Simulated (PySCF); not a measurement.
**C₄H₅FN₂: NMR shifts, electronic excitations and K edges in gas and solvents**

Aim: compute the NMR shifts, electronic excitations and K edges of C₄H₅FN₂ (`Cn1cc(F)cn1`), and see what a dielectric continuum does where one was used.

Programs: PySCF 2.14.0, with density-fitted response routines of our own. Each step states its level of theory. These are calculated values for one molecule, in the gas phase or a continuum, unless marked as measured. Atoms are numbered from 0 throughout.

## (1) Starting geometry

12 atoms, charge 0, multiplicity 1; geometry from: GFN2-xTB. The atoms were then displaced at random by about 0.01 Å, so the start is not that level's minimum.

Bonds of the start (Å): C0–N1 1.41, N1–C2 1.34, C2–C3 1.42, C3–F4 1.30, C3–C5 1.40, C5–N6 1.31, N6–N1 1.33, C0–H7 1.06, C0–H8 1.13, C0–H9 1.10, C2–H10 1.06, C5–H11 1.08.

## (2) Relaxing the molecule at PBE0-D3(BJ)/def2-SVP

Job settings and geometry (Å):

```
{"job": {"xc": "PBE0", "basis": "def2-SVP", "d3": "d3bj", "grid": 1, "shake": 0.01, "kind": "geom"}, "charge": 0, "multiplicity": 1}
C     -1.843060    -0.036440     0.055850
N     -0.437430    -0.094380     0.020100
C      0.420490     0.923950    -0.146530
C      1.723690     0.349640    -0.100130
F      2.864460     0.971190    -0.222490
C      1.473270    -1.016580     0.089250
N      0.188930    -1.258450     0.160280
H     -2.226460    -1.011900     0.210880
H     -2.197950     0.644900     0.881740
H     -2.251940     0.370230    -0.884760
H      0.127300     1.940990    -0.257230
H      2.198380    -1.811420     0.184010
```

On the command line:

```sh
> OMP_NUM_THREADS=1 python probes_run.py task.json out
```

One launch serves the whole session: the jobs run in the order shown.

The program printed:

```text
step   0  E = -364.07907545  max force = 0.053530
step   1  E = -364.07632516  max force = 0.033626
step   2  E = -364.07910521  max force = 0.021088
step   3  E = -364.08261606  max force = 0.007528
step   4  E = -364.08410848  max force = 0.005813
step   5  E = -364.08449063  max force = 0.002737
step   6  E = -364.08454588  max force = 0.001902
step   7  E = -364.08457768  max force = 0.000497
step   8  E = -364.08457999  max force = 0.000208
optimisation converged
```

Wall time 46 s (1 thread of Intel Xeon Platinum 8488C, shared host); peak memory 0.52 GiB.

Relaxation path: (the energy doesn't fall at every step)

```
step  energy from step 0 (eV)  largest force component (eV/Å)
   0                   0.0000                          2.7526
   1                   0.0748                          1.7291
   2                  -0.0008                          1.0844
   3                  -0.0963                          0.3871
   4                  -0.1370                          0.2989
   5                  -0.1474                          0.1407
   6                  -0.1489                          0.0978
   7                  -0.1497                          0.0256
   8                  -0.1498                          0.0107
```

Distances of close pairs at the start and the end, largest changes first:

```
  bond  before (Å)  after (Å)  change (Å)
 C2–C3       1.425      1.380      -0.045
 C0–H7       1.060      1.096      +0.036
 C0–N1       1.407      1.440      +0.032
 C0–H8       1.128      1.100      -0.028
C2–H10       1.064      1.087      +0.023
 C5–N6       1.309      1.328      +0.019
 C3–F4       1.305      1.323      +0.018
 N1–C2       1.342      1.358      +0.016
```

The end geometry stands in the next job.

```
                         at the end point                value
  point group (found at 0.08 Å tolerance)                   Cs
rotational constants (GHz, main isotopes)  7.476, 2.030, 1.613
                        dipole moment (D)                 2.70
```

## (3) Shielding tensors: PBE0/pcSseg-1 in chloroform

Job settings and geometry (Å):

```
{"job": {"kind": "nmr", "xc": "PBE0", "basis": "pcSseg-1", "solvent": "chloroform", "pop": true}, "charge": 0, "multiplicity": 1}
C     -1.607961     0.026401     0.939982
N     -0.371240    -0.085861     0.211633
C      0.462284     0.926766    -0.141570
C      1.494903     0.317726    -0.825589
F      2.546902     0.911167    -1.364364
C      1.198155    -1.056240    -0.834625
N      0.054849    -1.274561    -0.195489
H     -2.015719    -0.986030     1.036501
H     -1.439087     0.447327     1.942593
H     -2.328296     0.658577     0.399529
H      0.275724     1.967584     0.109466
H      1.765918    -1.873956    -1.274927
```

Level: GIAO PBE0/pcSseg-1 NMR shielding, non-relativistic, IEF-PCM chloroform.

The program printed:

```text
coarse grid: 10656 points
cycle   1  E = -364.2254560739  dE =  1.314e+00  |g| = 4.717e-01  |ddm| = 3.195e+00
cycle   2  E = -364.1972993299  dE =  2.816e-02  |g| = 6.396e-01  |ddm| = 8.146e-01
cycle   3  E = -364.2653145039  dE = -6.802e-02  |g| = 8.109e-02  |ddm| = 4.636e-01
cycle   4  E = -364.2663658612  dE = -1.051e-03  |g| = 4.063e-02  |ddm| = 7.962e-02
cycle   5  E = -364.2667191144  dE = -3.533e-04  |g| = 9.004e-03  |ddm| = 3.340e-02
cycle   6  E = -364.2667347474  dE = -1.563e-05  |g| = 2.763e-03  |ddm| = 8.537e-03
cycle   7  E = -364.2667362694  dE = -1.522e-06  |g| = 7.175e-04  |ddm| = 2.195e-03
final grid: 105280 points
cycle   8  E = -364.3108531643  dE = -2.915e-05  |g| = 6.280e-03  |ddm| = 2.625e-02
cycle   9  E = -364.3108504291  dE =  2.735e-06  |g| = 7.630e-03  |ddm| = 1.122e-02
cycle  10  E = -364.3108622624  dE = -1.183e-05  |g| = 1.240e-03  |ddm| = 6.363e-03
cycle  11  E = -364.3108625436  dE = -2.812e-07  |g| = 2.631e-04  |ddm| = 1.056e-03
cycle  12  E = -364.3108625551  dE = -1.151e-08  |g| = 1.206e-04  |ddm| = 2.326e-04
cycle  13  E = -364.3108625578  dE = -2.645e-09  |g| = 2.159e-05  |ddm| = 9.483e-05
cycle  14  E = -364.3108625579  dE = -9.948e-11  |g| = 6.024e-06  |ddm| = 1.809e-05
converged SCF energy = -364.3108625579

GIAO shielding tensors (ppm)
atom      isotropic    diamagn.    paramagn.     s11        s22        s33       span
  0 C      143.774     244.425    -100.651    116.261    127.104    187.956     71.695
  1 N       46.185     331.214    -285.029    -76.001     73.845    140.710    216.711
  2 C       64.385     253.665    -189.279      1.956     48.975    142.225    140.269
  3 C       25.978     256.566    -230.588    -20.008     26.634     71.308     91.316
  4 F      362.891     470.980    -108.089    309.508    324.235    454.929    145.422
  5 C       56.633     254.811    -198.177    -12.363     49.355    132.908    145.270
  6 N      -69.425     324.442    -393.866   -276.003    -89.811    157.541    433.543
  7 H       27.329      28.356      -1.027     22.998     26.728     32.263      9.265
  8 H       27.382      28.089      -0.707     23.170     25.593     33.382     10.211
  9 H       27.390      28.111      -0.721     23.154     25.623     33.393     10.239
 10 H       23.712      30.834      -7.122     21.089     23.920     26.127      5.038
 11 H       23.980      29.295      -5.315     21.672     24.547     25.722      4.050
```

It took 14 s on 1 thread of Intel Xeon Platinum 8488C, shared host; peak memory 0.8 GiB.

The references, computed at this level on geometries of the same kind, shield at (ppm): 1H TMS 31.25, 13C TMS 185.2, 19F CFCl3 179.6, 15N NH3 267.8. Their shielding less the atom's gives the shift. The references are single molecules in the same continuum, so shifts against H2O, NH3, PH3, H3PO4 or CFCl3 are not on the usual liquid scales and can be off by tens of ppm. Atoms listed in one row are averaged.

```
     atoms                                         environment  σ (ppm)  δ (ppm)
        C3                    aromatic carbon bearing fluorine     26.0    159.2
        C5                 aromatic CH next to a ring nitrogen     56.6    128.5
        C2                 aromatic CH next to a ring nitrogen     64.4    120.8
        C0                           methyl carbon bonded to N    143.8     41.4
       H10  hydrogen on an aromatic CH next to a ring nitrogen    23.71     7.54
       H11  hydrogen on an aromatic CH next to a ring nitrogen    23.98     7.27
H7, H8, H9             hydrogen on a methyl carbon bonded to N    27.37     3.88
        N6                  pyridine-type nitrogen of an azole    -69.4    337.2
        N1                          pyrrole-type ring nitrogen     46.2    221.6
        F4                                       aryl fluorine    362.9   -183.3
```

The run also stored atomic charges by several schemes (e):

```
atoms  Mulliken    IAO  Hirshfeld  ESP fit
   C0     -0.04  -0.31      -0.05    -0.30
   N1     -0.44   0.05       0.05     0.42
   C2      0.16  -0.16      -0.04    -0.36
   C3      0.10   0.20       0.03     0.17
   F4     -0.27  -0.26      -0.09    -0.16
   C5      0.05  -0.13      -0.06    -0.08
   N6     -0.26  -0.27      -0.16    -0.51
```

Mayer bond orders: C0–N1 0.89, N1–C2 1.12, C2–C3 1.42, C3–F4 0.97, C3–C5 1.34, C5–N6 1.48, N6–N1 1.23.

Ring of atoms N1, C2, C3, C5, N6: NICS(0) -15.3, NICS(1) -11.6, NICS(1)zz -29.2 ppm (means of both faces).

## (4) Excited states and response: wB97X-D/def2-SVPD

The job, as its differences from that of step 3:

```diff
@@ -1,2 +1,2 @@
-{"job": {"kind": "nmr", "xc": "PBE0", "basis": "pcSseg-1", "solvent": "chloroform", "pop": true}, "charge": 0, "multiplicity": 1}
+{"job": {"kind": "uv", "xc": "wB97X-D", "basis": "def2-SVPD", "dynamic": true, "nstates": 6, "ntriplets": 0}, "charge": 0, "multiplicity": 1}
 C     -1.607961     0.026401     0.939982
```

Level: TDDFT wB97X-D/def2-SVPD, vertical, gas phase, core orbitals frozen in the response.

The program printed:

```text
coarse grid: 10656 points
cycle   1  E = -364.2712095217  dE =  1.484e+00  |g| = 5.029e-01  |ddm| = 5.578e+00
cycle   2  E = -364.2726293851  dE = -1.420e-03  |g| = 5.532e-01  |ddm| = 1.423e+00
cycle   3  E = -364.3260391221  dE = -5.341e-02  |g| = 5.762e-02  |ddm| = 7.889e-01
cycle   4  E = -364.3267135972  dE = -6.745e-04  |g| = 2.600e-02  |ddm| = 1.576e-01
cycle   5  E = -364.3268559195  dE = -1.423e-04  |g| = 8.357e-03  |ddm| = 5.352e-02
cycle   6  E = -364.3268742179  dE = -1.830e-05  |g| = 2.501e-03  |ddm| = 2.315e-02
cycle   7  E = -364.3268758586  dE = -1.641e-06  |g| = 8.391e-04  |ddm| = 5.579e-03
final grid: 105280 points
cycle   8  E = -364.3737080413  dE = -1.069e-04  |g| = 8.166e-03  |ddm| = 1.530e-01
cycle   9  E = -364.3737035175  dE =  4.524e-06  |g| = 1.009e-02  |ddm| = 2.758e-02
cycle  10  E = -364.3737227801  dE = -1.926e-05  |g| = 6.388e-04  |ddm| = 1.522e-02
cycle  11  E = -364.3737228685  dE = -8.839e-08  |g| = 5.454e-04  |ddm| = 2.866e-03
cycle  12  E = -364.3737229314  dE = -6.292e-08  |g| = 1.010e-04  |ddm| = 1.550e-03
cycle  13  E = -364.3737229352  dE = -3.781e-09  |g| = 2.911e-05  |ddm| = 4.683e-04
cycle  14  E = -364.3737229356  dE = -4.792e-10  |g| = 1.246e-05  |ddm| = 2.084e-04
converged SCF energy = -364.3737229356

Static polarisability (au): isotropic 60.040, principal 41.615 62.690 75.816

Singlet excitations
state   eV       nm        f      main configurations
  1   6.3970    193.8   0.13722   H->L 0.87
  2   6.9392    178.7   0.00606   H-2->L 0.94
  3   6.9726    177.8   0.09511   H-1->L 0.84, H->L+5 0.09
  4   7.1241    174.0   0.04002   H->L+1 0.64, H->L+2 0.30
  5   7.4636    166.1   0.00039   H->L+2 0.50, H->L+1 0.22, H->L+3 0.11
  6   7.5523    164.2   0.00277   H-1->L+1 0.85
```

It took 30 s on 1 thread of Intel Xeon Platinum 8488C, shared host; peak memory 0.79 GiB.

The orbitals next to the gap, with their largest atomic shares:

```
orbital      eV                      atoms
 HOMO−3  -12.86  F4 32 %, C2 16 %, C3 15 %
 HOMO−2  -10.47  N6 61 %, C5 12 %, N1 10 %
 HOMO−1   -9.35  N6 24 %, C5 23 %, C2 20 %
   HOMO   -8.89  C3 28 %, N1 17 %, C2 14 %
   LUMO    1.89  N6 24 %, C2 20 %, N1 18 %
 LUMO+1    2.24  C0 34 %, C2 15 %, H8 11 %
 LUMO+2    2.94  C3 34 %, F4 22 %, C5 12 %
```

With each of the 6 states as a Gaussian band of 0.4 eV half-width at 1/e, the curve within the window shown has maxima at 190 nm (ε 6,400), 180 nm (ε 6,300) L/(mol cm). Beyond the last state computed it falls off for lack of states. The curve at chosen wavelengths:

(nm, ε (L/mol/cm)): (158, 161), (160, 321), (162, 603), (165, 1367), (167, 2135), (169, 3068), (171, 4059), (173, 4970), (176, 5925), (178, 6224), (180, 6308), (182, 6282), (184, 6248), (187, 6291), (189, 6354), (191, 6366), (193, 6251), (195, 5959), (198, 5183), (200, 4496), (202, 3748), (204, 3005), (206, 2320), (209, 1471), (211, 1041), (213, 713)

Leading natural transition orbitals of singlet state 1: the hole lies on C3 32 %; N1 19 %; C5 17 %; the particle on N6 27 %; C2 18 %; N1 18 %.

Further results of this job:

```
           property  computed
  dipole moment (D)      2.74
polarisability (Å³)      8.90
 HOMO–LUMO gap (eV)     10.77
      −ε(HOMO) (eV)      8.89
C6 with itself (au)      1574
```

Orbitals, density, ELF and potential are computed afterwards from the orbital file.

Frontier orbitals at wB97X-D/def2-SVPD, with the share of their density that lies nearest to each atom:

```
orbital  energy (eV)                    lies on
   HOMO        -8.89  C3 32 %; N1 16 %; C2 13 %
   LUMO         1.89  N6 25 %; C2 18 %; N1 18 %
```

ELF in a plane through or near 10 of the atoms.

Ten even steps from ' ' (0.00) to '@' (1.00):
```
                                                        
                                                        
                                                        
              ..          ----..                        
          ..**@@%%..    --##%%##..                      
          %%@@@@@@%%::..##@@@@%%..  --@@@@++            
        ..%%@@@@@@@@++++**%%@@%%  ::@@@@@@@@==          
          ++%%@@@@--..%%--++++==  ++@@@@@@%%++          
              ::++::--++++##%%++++++##@@%%--..          
              ..##@@%%--  ++::--%%--@@..==..            
        ::==--::==--..==--##**==%%==..==++..            
      ..++%%%%##**::::%%----##++::--++**==..            
      ..==%%**++##--++##..--**==    ......              
        --##%%%%**    --%%@@@@%%..                      
        ..--++**==    --@@@@@@@@++                      
            ....      ..%%@@@@@@==                      
                        --##%%==                        
                                                        
                                                        
                                                        
```
The map spans 10.8 Å across and 9.2 Å up, centred on the molecule. Atoms in the plane (x, y in Å): C0 (1.9, 0.1), N1 (0.4, 0.1), C2 (-0.4, -1.0), C3 (-1.7, -0.5), F4 (-2.8, -1.2), C5 (-1.5, 0.9), N6 (-0.3, 1.3), H7 (2.2, 1.2), H10 (0.0, -2.0), H11 (-2.3, 1.7).

On the surface of density 0.002 e/bohr³ the electrostatic potential runs, from the 1st to the 99th percentile, from -1.53 V near N6 to 1.40 V near H10.

## (5) Excited states and response: wB97X-D/def2-SVPD in chloroform

The job, as its differences from that of step 4:

```diff
@@ -1,2 +1,2 @@
-{"job": {"kind": "uv", "xc": "wB97X-D", "basis": "def2-SVPD", "dynamic": true, "nstates": 6, "ntriplets": 0}, "charge": 0, "multiplicity": 1}
+{"job": {"kind": "uv", "xc": "wB97X-D", "basis": "def2-SVPD", "solvent": "chloroform", "nstates": 6, "ntriplets": 0}, "charge": 0, "multiplicity": 1}
 C     -1.607961     0.026401     0.939982
```

With the program's defaults for keys left out, this is: TDDFT wB97X-D/def2-SVPD, vertical, IEF-PCM chloroform (non-equilibrium linear response), core orbitals frozen in the response.

The program printed:

```text
coarse grid: 10656 points
cycle   1  E = -364.2814208330  dE =  1.474e+00  |g| = 4.896e-01  |ddm| = 5.583e+00
cycle   2  E = -364.2870314560  dE = -5.611e-03  |g| = 5.174e-01  |ddm| = 1.301e+00
cycle   3  E = -364.3328181352  dE = -4.579e-02  |g| = 5.244e-02  |ddm| = 6.906e-01
cycle   4  E = -364.3334083406  dE = -5.902e-04  |g| = 2.083e-02  |ddm| = 1.568e-01
cycle   5  E = -364.3335024701  dE = -9.413e-05  |g| = 7.696e-03  |ddm| = 4.374e-02
cycle   6  E = -364.3335177682  dE = -1.530e-05  |g| = 2.035e-03  |ddm| = 2.567e-02
cycle   7  E = -364.3335188532  dE = -1.085e-06  |g| = 7.349e-04  |ddm| = 6.116e-03
final grid: 105280 points
cycle   8  E = -364.3803406927  dE = -1.080e-04  |g| = 7.983e-03  |ddm| = 1.545e-01
cycle   9  E = -364.3803386770  dE =  2.016e-06  |g| = 9.357e-03  |ddm| = 2.674e-02
cycle  10  E = -364.3803547594  dE = -1.608e-05  |g| = 5.395e-04  |ddm| = 1.411e-02
cycle  11  E = -364.3803548575  dE = -9.806e-08  |g| = 4.403e-04  |ddm| = 3.209e-03
cycle  12  E = -364.3803549006  dE = -4.310e-08  |g| = 1.035e-04  |ddm| = 1.426e-03
cycle  13  E = -364.3803549049  dE = -4.312e-09  |g| = 3.356e-05  |ddm| = 5.343e-04
cycle  14  E = -364.3803549055  dE = -6.365e-10  |g| = 1.247e-05  |ddm| = 2.489e-04
converged SCF energy = -364.3803549055

Static polarisability (au): isotropic 73.669, principal 50.873 78.714 91.421

Singlet excitations
state   eV       nm        f      main configurations
  1   6.3637    194.8   0.18436   H->L 0.91
  2   6.9298    178.9   0.14201   H-1->L 0.88
  3   7.0672    175.4   0.02959   H-2->L 0.76, H->L+1 0.12
  4   7.0917    174.8   0.02660   H->L+1 0.54, H->L+2 0.20, H-2->L 0.19
  5   7.6274    162.6   0.00625   H-1->L+1 0.75
  6   7.6749    161.5   0.00096   H->L+2 0.48, H->L+1 0.18, H-1->L+1 0.12
```

Wall time 21 s (1 thread of Intel Xeon Platinum 8488C, shared host); peak memory 0.8 GiB.

Key values: HOMO -8.92 eV, LUMO 1.91 eV; lowest singlet 6.36 eV.

## (6) Core excitations: BHandHLYP/aug-pcX-1+pcseg-1

The job, as its differences from that of step 5:

```diff
@@ -1,2 +1,2 @@
-{"job": {"kind": "uv", "xc": "wB97X-D", "basis": "def2-SVPD", "solvent": "chloroform", "nstates": 6, "ntriplets": 0}, "charge": 0, "multiplicity": 1}
+{"job": {"kind": "xas", "xc": "BHandHLYP", "basis": {"default": "aug-pcX-1", "H": "pcseg-1"}}, "charge": 0, "multiplicity": 1}
 C     -1.607961     0.026401     0.939982
```

Level: core-valence-separated TDA BHandHLYP/aug-pcX-1 H:pcseg-1, K edges, non-relativistic, gas phase.

The program printed:

```text
coarse grid: 10656 points
cycle   1  E = -364.3953219793  dE =  1.518e+00  |g| = 5.175e-01  |ddm| = 5.240e+00
cycle   2  E = -364.3987655231  dE = -3.444e-03  |g| = 5.575e-01  |ddm| = 1.183e+00
cycle   3  E = -364.4495530135  dE = -5.079e-02  |g| = 7.510e-02  |ddm| = 5.626e-01
cycle   4  E = -364.4504852637  dE = -9.323e-04  |g| = 3.920e-02  |ddm| = 1.180e-01
cycle   5  E = -364.4507979701  dE = -3.127e-04  |g| = 9.066e-03  |ddm| = 5.753e-02
cycle   6  E = -364.4508171304  dE = -1.916e-05  |g| = 2.429e-03  |ddm| = 1.315e-02
cycle   7  E = -364.4508185122  dE = -1.382e-06  |g| = 8.698e-04  |ddm| = 4.002e-03
final grid: 105280 points
cycle   8  E = -364.4940721128  dE = -8.056e-05  |g| = 3.397e-03  |ddm| = 5.893e-02
cycle   9  E = -364.4940721170  dE = -4.153e-09  |g| = 3.195e-03  |ddm| = 8.002e-03
cycle  10  E = -364.4940739464  dE = -1.829e-06  |g| = 5.978e-04  |ddm| = 3.765e-03
cycle  11  E = -364.4940740035  dE = -5.713e-08  |g| = 3.025e-04  |ddm| = 8.795e-04
cycle  12  E = -364.4940740218  dE = -1.825e-08  |g| = 6.062e-05  |ddm| = 3.551e-04
cycle  13  E = -364.4940740227  dE = -8.981e-10  |g| = 2.741e-05  |ddm| = 8.250e-05
converged SCF energy = -364.4940740227

C K edge
   eV          f      from atoms
  284.166   0.05439   C5
  284.364   0.05835   C2
  285.977   0.06940   C3
  286.597   0.01442   C0
  286.718   0.02305   C2
  286.734   0.01508   C5
  286.825   0.02034   C0
  286.903   0.00604   C5
  287.396   0.03330   C0
  287.466   0.00305   C5
  287.562   0.02304   C0
  287.574   0.00050   C5
  287.594   0.03807   C3
  287.724   0.00570   C2
  287.982   0.00524   C3
  288.010   0.00236   C2
  288.099   0.00729   C5
  288.157   0.00032   C2
  288.184   0.01686   C0
  288.215   0.00008   C5

N K edge
   eV          f      from atoms
  397.770   0.05905   N6
  400.216   0.04234   N1
  401.847   0.00229   N6
  402.240   0.01961   N6
  402.417   0.00184   N6
  402.544   0.00959   N6
  402.868   0.00190   N6
  402.978   0.01220   N6
  403.108   0.00157   N6
  403.152   0.00016   N6
  403.293   0.00134   N1
  403.419   0.00040   N6

F K edge
   eV          f      from atoms
  686.317   0.01922   F4
  687.248   0.00507   F4
  687.754   0.01741   F4
  688.084   0.00530   F4
  688.321   0.00305   F4
  688.479   0.00188   F4
  688.715   0.00509   F4
  688.983   0.00384   F4
```

It took 25 s on 1 thread of Intel Xeon Platinum 8488C, shared host; peak memory 0.95 GiB.

## (7) Run by run: electronic excitations

Excitations and ground-state properties, with basis size and wall time:

```
                            run  lowest singlet (eV)  brightest (eV)      f  gap (eV)  α (Å³)  μ (D)  functions  time
              wB97X-D/def2-SVPD                 6.40            6.40  0.137     10.77    8.90   2.74        183  30 s
wB97X-D/def2-SVPD in chloroform                 6.36            6.36  0.184     10.83   10.92   3.36        183  21 s
```

## (8) Outcome

| quantity | value |
| --- | --- |
| point group | Cs |
| rotational constants (main isotopes) | 7.48, 2.03, 1.61 GHz |
| 13C shifts against TMS (PBE0/pcSseg-1, chloroform) | 159.2, 128.5, 120.8, 41.4 ppm |
| 1H shifts against TMS (PBE0/pcSseg-1, chloroform, means over atoms taken as alike) | 7.54, 7.27, 3.88 ppm |
| 15N shifts against NH3 (PBE0/pcSseg-1, chloroform) | 337.2, 221.6 ppm |
| 19F shifts against CFCl3 (PBE0/pcSseg-1, chloroform) | -183.3 ppm |
| lowest singlet (wB97X-D/def2-SVPD) | 6.40 eV (194 nm), f = 0.137 |
| surface potential, 1st and 99th percentile | -1.53 V and 1.40 V |
| C K edge | first line 284.17 eV, strongest 285.98 eV (f = 0.069) |
| N K edge | first line 397.77 eV, strongest 397.77 eV (f = 0.059) |
| F K edge | first line 686.32 eV, strongest 686.32 eV (f = 0.019) |
| range of the lowest singlet | 6.36 to 6.40 eV |

In words: Relaxing lowered the energy by 0.150 eV in 8 steps; the close pair that moved most is C2–C3, from 1.425 to 1.380 Å. At PBE0/pcSseg-1: Shielding is most anisotropic at N6 (span 434 ppm, paramagnetic term -394 ppm). NICS(1)zz of -29 ppm above the planar ring from N1 marks a diatropic (aromatic) ring current. The lowest singlet, at 6.40 eV, is HOMO→LUMO 0.87 and is bright. At the C edge the strongest single line lifts a 1s electron of C3 into several orbitals, led by LUMO+1 (weight 0.30), 1.8 eV above the first line. At the N edge the strongest single line lifts a 1s electron of N6 into several orbitals, led by LUMO+1 (weight 0.48), and it is the first line. At the F edge the strongest single line lifts a 1s electron of F4 into several orbitals, led by LUMO+4 (weight 0.32), and it is the first line. Absolute edge energies from this method are off by several eV; spacings are better. The lowest singlet runs from 6.36 eV (wB97X-D/def2-SVPD in chloroform) to 6.40 eV (wB97X-D/def2-SVPD), while the orbital gap spans 10.77 to 10.83 eV. The lowest state need not be the same one in every run.
